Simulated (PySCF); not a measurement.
# C4H5BCl2: a tour of settings

Aim: see how C4H5BCl2 (`C=C=C(C)B(Cl)Cl`) answers to the choice of functional, basis, grid and SCF options, and what happens with inputs that are wrong on purpose.

The runs use PySCF 2.14.0, with density-fitted response routines of our own; the level of theory stands in each step. All values are computed, except where a source is named. Atoms are numbered from 0 throughout.

## (1) The starting structure

12 atoms, charge 0, multiplicity 1; geometry from: GFN2-xTB.

Bonds of the start (Å): C0–C1 1.29, C1–C2 1.31, C2–C3 1.51, C2–B4 1.55, B4–Cl5 1.73, B4–Cl6 1.72, C0–H7 1.08, C0–H8 1.08, C3–H9 1.09, C3–H10 1.09, C3–H11 1.09.

## (2) J couplings: PBE0/6-31G in dichloromethane

Job settings and geometry (Å):

```
{"job": {"kind": "j", "xc": "PBE0", "basis": "6-31G", "solvent": "dichloromethane", "scf": {"damp": 0.1}}, "charge": 0, "multiplicity": 1}
C      2.152216    -0.863604     0.041924
C      0.963140    -0.365765     0.023627
C     -0.242303     0.158115     0.011910
C     -1.419092    -0.678561    -0.442125
B     -0.465887     1.623403     0.460619
Cl     0.854212     2.607153     0.983981
Cl    -2.045580     2.313008     0.449768
H      2.546005    -1.363969     0.911909
H      2.809514    -0.798034    -0.810093
H     -2.149169    -0.754766     0.361262
H     -1.096567    -1.675945    -0.727956
H     -1.905292    -0.201720    -1.290852
```

Method: PBE0/6-31G indirect spin-spin coupling, non-relativistic, IEF-PCM dichloromethane.

Launch:

```
$ OMP_NUM_THREADS=1 python probes_run.py task.json out
```

The driver reads the jobs from task.json and runs them one after another.

The log of the run:

```text
damping 0.10 in the first 6 cycles
final grid: 106392 points
cycle   1  E = -1100.0381361230  dE =  1.025e+00  |g| = 3.737e-01  |ddm| = 3.741e+00
cycle   2  E = -1100.0513877849  dE = -1.325e-02  |g| = 3.193e-01  |ddm| = 9.775e-01
cycle   3  E = -1100.0563099053  dE = -4.922e-03  |g| = 2.877e-01  |ddm| = 7.983e-01
cycle   4  E = -1100.0552339023  dE =  1.076e-03  |g| = 2.966e-01  |ddm| = 7.792e-01
cycle   5  E = -1100.0500938751  dE =  5.140e-03  |g| = 3.259e-01  |ddm| = 8.088e-01
cycle   6  E = -1100.0131441490  dE =  3.695e-02  |g| = 4.855e-01  |ddm| = 1.011e+00
cycle   7  E = -1099.9341979998  dE =  7.895e-02  |g| = 7.202e-01  |ddm| = 1.454e+00
cycle   8  E = -1100.0801207569  dE = -1.459e-01  |g| = 5.013e-02  |ddm| = 8.571e-01
cycle   9  E = -1100.0808196215  dE = -6.989e-04  |g| = 1.180e-02  |ddm| = 8.264e-02
cycle  10  E = -1100.0808601523  dE = -4.053e-05  |g| = 1.405e-03  |ddm| = 1.634e-02
cycle  11  E = -1100.0808606651  dE = -5.128e-07  |g| = 4.986e-04  |ddm| = 1.874e-03
cycle  12  E = -1100.0808607224  dE = -5.728e-08  |g| = 1.732e-04  |ddm| = 7.616e-04
cycle  13  E = -1100.0808607312  dE = -8.852e-09  |g| = 4.448e-05  |ddm| = 2.999e-04
cycle  14  E = -1100.0808607318  dE = -5.384e-10  |g| = 7.650e-06  |ddm| = 7.114e-05
converged SCF energy = -1100.0808607318

Indirect spin-spin couplings (Hz)
  i      j    bonds     total        FC       PSO       DSO        SD
  0 C    1 C    1    105.052   111.145    -6.265     0.172         -
  0 C    2 C    2     -0.261     0.456    -0.601    -0.116         -
  0 C    3 C    3      6.842     6.754     0.143    -0.055         -
  0 C    4 B    3      6.800     6.961    -0.154    -0.034     0.027
  0 C    7 H    1    179.331   177.937     0.686     0.708         -
  0 C    8 H    1    179.319   177.925     0.686     0.708         -
  0 C    9 H    4     -2.589    -2.446     0.133    -0.276         -
  0 C   10 H    4     -0.367    -0.369     0.040    -0.038         -
  0 C   11 H    4     -2.533    -2.390     0.134    -0.278         -
  1 C    2 C    1     97.792   104.039    -6.507     0.261         -
  1 C    3 C    2     -5.580    -5.498    -0.080    -0.001         -
  1 C    4 B    2     -0.901    -1.647     0.204     0.069     0.473
  1 C    7 H    2    -13.227   -11.555    -1.207    -0.465         -
  1 C    8 H    2    -13.229   -11.557    -1.207    -0.465         -
  1 C    9 H    3      7.843     8.090     0.024    -0.272         -
  1 C   10 H    3      6.216     6.265    -0.250     0.201         -
  1 C   11 H    3      7.838     8.085     0.029    -0.276         -
  2 C    3 C    1     48.781    48.965    -0.424     0.240         -
  2 C    4 B    1    101.601   103.101    -1.878     0.406    -0.029
  2 C    7 H    3     13.121    13.378     0.079    -0.336         -
  2 C    8 H    3     13.112    13.369     0.079    -0.336         -
  2 C    9 H    2     -9.098    -9.274     0.149     0.027         -
  2 C   10 H    2     -6.019    -5.891    -0.073    -0.055         -
  2 C   11 H    2     -9.054    -9.227     0.146     0.028         -
  3 C    4 B    2     -0.363    -0.413     0.029     0.054    -0.033
  3 C    7 H    4     -5.171    -5.070     0.100    -0.201         -
  3 C    8 H    4     -5.171    -5.070     0.100    -0.201         -
  3 C    9 H    1    147.575   145.754     1.010     0.811         -
  3 C   10 H    1    147.501   145.746     0.980     0.775         -
  3 C   11 H    1    147.605   145.784     1.009     0.812         -
  4 B    7 H    4     -2.776    -2.665     0.049    -0.155    -0.005
  4 B    8 H    4     -2.776    -2.665     0.049    -0.155    -0.005
  4 B    9 H    3      2.480     2.333    -0.042     0.198    -0.010
  4 B   10 H    3      9.562     9.632     0.282    -0.352     0.000
  4 B   11 H    3      2.544     2.395    -0.044     0.202    -0.010
  7 H    8 H    2    -29.062   -27.390     1.717    -3.389         -
  7 H    9 H    5      5.700     6.156     0.224    -0.680         -
  7 H   11 H    5      4.722     5.475     0.421    -1.173         -
  8 H    9 H    5      4.820     5.572     0.420    -1.172         -
  8 H   11 H    5      5.600     6.061     0.228    -0.689         -
  9 H   10 H    2    -19.598   -18.283     1.032    -2.347         -
  9 H   11 H    2    -22.783   -21.825     1.138    -2.096         -
 10 H   11 H    2    -19.541   -18.223     1.031    -2.349         -
```

Wall time 15 s (1 thread of Intel Xeon Platinum 8259CL at 2.50GHz, shared host).

This basis has no tight s functions, so the Fermi-contact terms are rough.

Beyond four bonds or across contacts, the largest of 1 Hz or more: H7–H9 5.7 Hz, H8–H11 5.6 Hz, H8–H9 4.8 Hz, H7–H11 4.7 Hz.

A choice of the couplings up to four bonds, sorted by the number of bonds, with means over like pairs; isotopes 11B, 13C, 1H:

```csv
pair,bonds,J (Hz),Fermi contact (Hz)
C0–H7,1,179.3,177.9
C3–H9,1,147.6,145.8
C0–C1,1,105.1,111.1
C2–B4,1,101.6,103.1
C1–C2,1,97.8,104.0
C2–C3,1,48.8,49.0
H7–H8,2,-29.1,-27.4
H9–H10,2,-20.6,-19.4
C1–H7,2,-13.2,-11.6
C2–H9,2,-8.1,-8.1
C1–C3,2,-5.6,-5.5
C2–H7,3,13.1,13.4
C1–H9,3,7.3,7.5
C0–C3,3,6.8,6.8
C0–B4,3,6.8,7.0
B4–H9,3,4.9,4.8
C3–H7,4,-5.2,-5.1
B4–H7,4,-2.8,-2.7
C0–H9,4,-1.8,-1.7
```

Means hide unlike values in this fixed geometry: B4–H9 from 2.5 to 9.6 Hz. They hold only if the pairs exchange fast.

The spin-dipole term was solved for some atoms only; pairs without it lack that part.

The response was solved for the nuclei of B, C, H alone, so couplings that need other nuclei can be missing.

Quadrupole couplings from the field gradients of the same density:

```csv
atom,isotope,eQq/h (MHz),η
Cl5,35Cl,-39.5,0.55
Cl6,35Cl,-38.4,0.61
B4,11B,2.413,0.92
```

## (3) Nuclear shieldings: B97-2/def2-SVPD

The job, as its differences from that of step 2:

```diff
@@ -1,2 +1,2 @@
-{"job": {"kind": "j", "xc": "PBE0", "basis": "6-31G", "solvent": "dichloromethane", "scf": {"damp": 0.1}}, "charge": 0, "multiplicity": 1}
+{"job": {"kind": "nmr", "xc": "B97-2", "basis": "def2-SVPD", "pop": true, "scf": {"conv": 1e-11}}, "charge": 0, "multiplicity": 1}
 C      2.152216    -0.863604     0.041924
```

With the program's defaults for keys left out, this is: GIAO B97-2/def2-SVPD NMR shielding, non-relativistic, gas phase.

The log of the run:

```text
final grid: 106392 points
cycle   1  E = -1100.2996026805  dE =  8.379e-01  |g| = 3.523e-01  |ddm| = 7.883e+00
cycle   2  E = -1100.3005444879  dE = -9.418e-04  |g| = 3.608e-01  |ddm| = 1.491e+00
cycle   3  E = -1100.3340720448  dE = -3.353e-02  |g| = 5.457e-02  |ddm| = 7.152e-01
cycle   4  E = -1100.3347920493  dE = -7.200e-04  |g| = 2.501e-02  |ddm| = 1.533e-01
cycle   5  E = -1100.3349421927  dE = -1.501e-04  |g| = 1.174e-02  |ddm| = 7.165e-02
cycle   6  E = -1100.3349781483  dE = -3.596e-05  |g| = 1.598e-03  |ddm| = 2.316e-02
cycle   7  E = -1100.3349788664  dE = -7.181e-07  |g| = 5.372e-04  |ddm| = 4.054e-03
cycle   8  E = -1100.3349789464  dE = -8.002e-08  |g| = 1.540e-04  |ddm| = 1.569e-03
cycle   9  E = -1100.3349789517  dE = -5.218e-09  |g| = 8.479e-05  |ddm| = 4.461e-04
cycle  10  E = -1100.3349789534  dE = -1.775e-09  |g| = 8.090e-06  |ddm| = 1.763e-04
cycle  11  E = -1100.3349789534  dE = -1.774e-11  |g| = 3.169e-06  |ddm| = 3.556e-05
cycle  12  E = -1100.3349789534  dE = -1.364e-12  |g| = 6.734e-07  |ddm| = 1.224e-05
converged SCF energy = -1100.3349789534

GIAO shielding tensors (ppm)
atom      isotropic    diamagn.    paramagn.     s11        s22        s33       span
  0 C      127.125     294.237    -167.111     46.127    153.223    182.026    135.899
  1 C      -20.262     208.361    -228.623    -46.800    -40.142     26.156     72.956
  2 C       99.754     276.788    -177.034     32.441     95.173    171.647    139.206
  3 C      175.423     272.094     -96.671    163.389    174.589    188.291     24.902
  4 B       58.765     199.107    -140.341     29.507     53.054     93.735     64.229
  5 Cl     772.948    1147.233    -374.285    543.094    818.331    957.419    414.325
  6 Cl     761.058    1146.448    -385.391    535.509    776.369    971.294    435.785
  7 H       27.121      34.405      -7.284     25.180     25.650     30.531      5.351
  8 H       27.121      34.361      -7.241     25.178     25.651     30.533      5.356
  9 H       29.890      28.784       1.105     25.813     29.070     34.786      8.973
 10 H       30.141      29.133       1.009     25.644     29.134     35.647     10.003
 11 H       29.889      28.779       1.110     25.782     29.125     34.760      8.978
```

Wall time 38 s (1 thread of Intel Xeon Platinum 8259CL at 2.50GHz, shared host); peak memory 0.8 GiB.

The references, computed at this level on geometries of the same kind, shield at (ppm): 1H TMS 32.00, 13C TMS 193.3. Their shielding less the atom's gives the shift. The references are single molecules in the gas phase. Atoms listed in one row are averaged.

```csv
atoms,environment,σ (ppm),δ (ppm)
C1,central carbon of an allene,-20.3,213.6
C2,terminal carbon of a cumulated C=C=C unit,99.8,93.6
C0,terminal carbon of a cumulated C=C=C unit,127.1,66.2
C3,allylic methyl carbon,175.4,17.9
"H7, H8",hydrogen on a terminal carbon of a cumulated C=C=C unit,27.12,4.88
"H9, H10, H11",hydrogen on an allylic methyl carbon,29.97,2.02
B4,"boron bonded to C, 2 Cl",58.8,–
"Cl5, Cl6",chlorine bonded to B,767,–
```

Charges from the same density, by scheme (e):

```csv
atoms,IAO,Hirshfeld,ESP fit
C0,-0.37,-0.10,-0.51
C1,0.11,0.04,-0.04
C2,-0.19,-0.09,0.38
C3,-0.40,-0.10,-0.60
B4,0.15,0.15,-0.02
"Cl5, Cl6",-0.06,-0.07,-0.07
```

Mulliken charges and Mayer bond orders break down with diffuse functions, so they are left out here.

With diffuse functions Mulliken charges and Mayer bond orders lose their meaning; the other schemes are steadier.

## (4) NMR shieldings: PBE0/pcSseg-1

The job, as its differences from that of step 3:

```diff
@@ -1,2 +1,2 @@
-{"job": {"kind": "nmr", "xc": "B97-2", "basis": "def2-SVPD", "pop": true, "scf": {"conv": 1e-11}}, "charge": 0, "multiplicity": 1}
+{"job": {"kind": "nmr", "xc": "PBE0", "basis": "pcSseg-1", "pop": true, "scf": {"guess": "1e", "max_cycle": 63}}, "charge": 0, "multiplicity": 1}
 C      2.152216    -0.863604     0.041924
```

Method: GIAO PBE0/pcSseg-1 NMR shielding, non-relativistic, gas phase.

The log of the run:

```text
final grid: 106392 points
cycle   1  E = -529.1187536794  dE =  3.920e+02  |g| = 2.295e+01  |ddm| = 2.630e+02
cycle   2  E = -757.2683694197  dE = -2.281e+02  |g| = 3.637e+01  |ddm| = 2.633e+02
cycle   3  E = -910.4120860286  dE = -1.531e+02  |g| = 2.399e+01  |ddm| = 1.413e+01
cycle   4  E = -1016.6230782110  dE = -1.062e+02  |g| = 1.705e+01  |ddm| = 9.923e+00
cycle   5  E = -974.9264937614  dE =  4.170e+01  |g| = 1.598e+01  |ddm| = 5.895e+01
cycle   6  E = -1080.0686015496  dE = -1.051e+02  |g| = 8.481e+00  |ddm| = 5.944e+01
cycle   7  E = -1026.1334785548  dE =  5.394e+01  |g| = 1.292e+01  |ddm| = 2.732e+01
cycle   8  E = -1097.2920865897  dE = -7.116e+01  |g| = 3.434e+00  |ddm| = 2.389e+01
cycle   9  E = -1095.1798716841  dE =  2.112e+00  |g| = 3.118e+00  |ddm| = 9.809e+00
cycle  10  E = -1099.3899040902  dE = -4.210e+00  |g| = 1.555e+00  |ddm| = 9.711e+00
cycle  11  E = -1099.9481679809  dE = -5.583e-01  |g| = 8.378e-01  |ddm| = 2.391e+00
cycle  12  E = -1100.1144266706  dE = -1.663e-01  |g| = 2.589e-01  |ddm| = 1.309e+00
cycle  13  E = -1100.1312723969  dE = -1.685e-02  |g| = 6.750e-02  |ddm| = 3.252e-01
cycle  14  E = -1100.1323754767  dE = -1.103e-03  |g| = 1.824e-02  |ddm| = 8.110e-02
cycle  15  E = -1100.1324553005  dE = -7.982e-05  |g| = 6.434e-03  |ddm| = 2.306e-02
cycle  16  E = -1100.1324645447  dE = -9.244e-06  |g| = 1.386e-03  |ddm| = 5.751e-03
cycle  17  E = -1100.1324649714  dE = -4.268e-07  |g| = 5.528e-04  |ddm| = 1.636e-03
cycle  18  E = -1100.1324650487  dE = -7.732e-08  |g| = 1.077e-04  |ddm| = 6.169e-04
cycle  19  E = -1100.1324650508  dE = -2.041e-09  |g| = 6.936e-05  |ddm| = 1.833e-04
cycle  20  E = -1100.1324650521  dE = -1.281e-09  |g| = 1.008e-05  |ddm| = 7.263e-05
cycle  21  E = -1100.1324650521  dE = -2.251e-11  |g| = 3.606e-06  |ddm| = 1.573e-05
converged SCF energy = -1100.1324650521

GIAO shielding tensors (ppm)
atom      isotropic    diamagn.    paramagn.     s11        s22        s33       span
  0 C      111.598     263.846    -152.248     22.172    143.292    169.330    147.159
  1 C      -46.755     261.134    -307.889    -78.393    -71.685      9.812     88.205
  2 C       83.598     263.116    -179.518      9.192     83.253    158.349    149.158
  3 C      165.940     245.842     -79.902    153.624    163.780    180.416     26.792
  4 B       45.787     189.871    -144.084     14.316     37.751     85.293     70.976
  5 Cl     711.031    1147.355    -436.324    440.234    773.197    919.660    479.426
  6 Cl     699.912    1147.063    -447.151    438.150    718.736    942.850    504.700
  7 H       26.653      30.083      -3.430     24.619     24.864     30.475      5.856
  8 H       26.653      30.066      -3.414     24.615     24.865     30.478      5.862
  9 H       29.616      29.164       0.453     25.372     28.658     34.818      9.446
 10 H       29.900      30.014      -0.114     25.198     28.677     35.824     10.626
 11 H       29.618      29.168       0.451     25.342     28.718     34.795      9.453
```

Wall time 35 s (1 thread of Intel Xeon Platinum 8259CL at 2.50GHz, shared host); peak memory 0.74 GiB.

Despite a poor start guess, the SCF converged in 21 cycles.

In short: δ C1 233.7, C2 103.3, C0 75.3, C3 21.0, H7 5.06, H9 2.01 ppm (means over like atoms).

## (5) NMR shieldings: BLYP/6-31G-J

The job, as its differences from that of step 4:

```diff
@@ -1,2 +1,2 @@
-{"job": {"kind": "nmr", "xc": "PBE0", "basis": "pcSseg-1", "pop": true, "scf": {"guess": "1e", "max_cycle": 63}}, "charge": 0, "multiplicity": 1}
+{"job": {"kind": "nmr", "xc": "BLYP", "basis": "6-31G-J", "pop": true, "scf": {"aux": "cc-pvdz-ri", "max_cycle": 79}}, "charge": 0, "multiplicity": 2}
 C      2.152216    -0.863604     0.041924
```

With the program's defaults for keys left out, this is: BLYP/6-31G-J.

The log of the run:

```text
KeyError: 'Element b (Z=5) not found in basis 6-31G-J version 0'
```

Wall time 0.01 s (1 thread of Intel Xeon Platinum 8259CL at 2.50GHz, shared host).

Why it failed: The basis 6-31G-J has no functions for an element of the molecule, so the input was refused before any integral. Besides, the multiplicity was changed in this input. Cure: choose a basis that covers all elements, and undo the other change.

## (6) NMR shieldings: BHandHLYP/6-31++G**

The job, as its differences from that of step 5:

```diff
@@ -1,2 +1,2 @@
-{"job": {"kind": "nmr", "xc": "BLYP", "basis": "6-31G-J", "pop": true, "scf": {"aux": "cc-pvdz-ri", "max_cycle": 79}}, "charge": 0, "multiplicity": 2}
+{"job": {"kind": "nmr", "xc": "BHandHLYP", "basis": "6-31++G**", "pop": true, "scf": {"max_cycle": 80}}, "charge": 0, "multiplicity": 2}
 C      2.152216    -0.863604     0.041924
```

With the program's defaults for keys left out, this is: BHandHLYP/6-31++G**.

The log of the run:

```text
RuntimeError: Electron number 68 and spin 1 are not consistent
Note mol.spin = 2S = Nalpha - Nbeta, not 2S+1
```

Run time: 0.03 s. Hardware: 1 thread of Intel Xeon Platinum 8259CL at 2.50GHz, shared host.

Diagnosis: Charge and multiplicity don't fit the number of electrons: an even count needs an odd multiplicity, and the reverse. The remedy is to mend the charge or the multiplicity.

## (7) Run by run: NMR shifts

Shifts (ppm), means over like atoms, with basis size and wall time:

```csv
run,C1,C2,C0,C3,H7,H9,functions,time
B97-2/def2-SVPD,213.6,93.6,66.2,17.9,4.88,2.02,194,38 s
PBE0/pcSseg-1,233.7,103.3,75.3,21.0,5.06,2.01,158,35 s
```

## (8) Summary of results

```
                                                                 quantity                                            value
                               largest coupling of the table (PBE0/6-31G)   1J(C,H) C0–H7, 179.3 Hz (mean over like pairs)
                                 13C shifts against TMS (B97-2/def2-SVPD)                      213.6, 93.6, 66.2, 17.9 ppm
 1H shifts against TMS (B97-2/def2-SVPD, means over atoms taken as alike)                                   4.88, 2.02 ppm
shieldings of B, Cl (B97-2/def2-SVPD, a mean where the table joins atoms)                           B4 58.8, Cl5 767.0 ppm
                                                 range of the shift of C1                               213.6 to 233.7 ppm
                                            property runs in this session  5, of which 2 failed and 0 gave unsound results
```

Single values in the summary come from the first sound run of each kind (PBE0/6-31G; B97-2/def2-SVPD), which need not be the best level. In the run at PBE0/6-31G, the largest coupling of the table is C0–H7 (mean over like pairs), 179.3 Hz, of which the Fermi-contact term gives 177.9 Hz. Couplings across rotatable bonds belong to this one conformer; where others are populated, the observed values are averages. At B97-2/def2-SVPD: The widest tensor belongs to Cl5, Cl6: span 425 ppm, with a paramagnetic part of -380 ppm. Among the atoms with a shift in every run: In ppm, C1 moves most: its shift spreads over 20.1 ppm, from 213.6 (B97-2/def2-SVPD) to 233.7 (PBE0/pcSseg-1). Couplings from bases without tight functions are rough.
